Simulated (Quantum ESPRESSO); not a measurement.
**ZnW2 under changes of volume**

One of the cells (16.914 Å³/atom); the others are scaled copies at fixed shape and fractional positions:

```
CELL_PARAMETERS angstrom
3.83827 0.00000 0.00000
-1.91914 3.32404 0.00000
0.00000 0.00000 3.97701
ATOMIC_POSITIONS crystal
Zn 0.00000 0.00000 0.50000
W 0.33333 0.66667 0.50000
W 0.66667 0.33333 0.50000
```

The cell was built by a generator and needn't be a form met in nature.

```yaml
Program: Quantum ESPRESSO 7.5
Functional: BLYP
Dispersion: D2
Potentials_or_basis: GBRV 1.5 PBEsol
Cutoff: 612 eV
Density_cutoff: 4898 eV
k_mesh: 8 × 8 × 7
Occupations: cold, width 0.2 eV
Spin: no spin polarisation
```

```tsv
volume (Å³/atom)	energy over the lowest point (meV/atom)	pressure (GPa)
15.899	?	?
16.237	983.06	115.3
16.575	747.12	104.7
16.914	532.69	96.0
17.252	337.80	87.1
17.590	160.74	78.9
17.928	0.00	71.5
```

Problem. What does the run at 15.899 Å³/atom give?

Solution. Energy over the lowest point 1242.51 meV/atom; pressure 127.0 GPa.

Worked out: A Birch-Murnaghan fit of order 3 (a polynomial in V^(-2/3)) to the other rows has no minimum within the range. It gives 1242.43 meV/atom at 15.899 Å³/atom, against the run's 1242.51, and -dE/dV = 129.0 GPa, against 127.0.

Energies are extrapolated to zero smearing.

Caveats: the potentials were made for another functional, which shifts forces and pressure; the cell as given lies far from equilibrium; pairwise dispersion overbinds metals, which lowers pressure and volume.
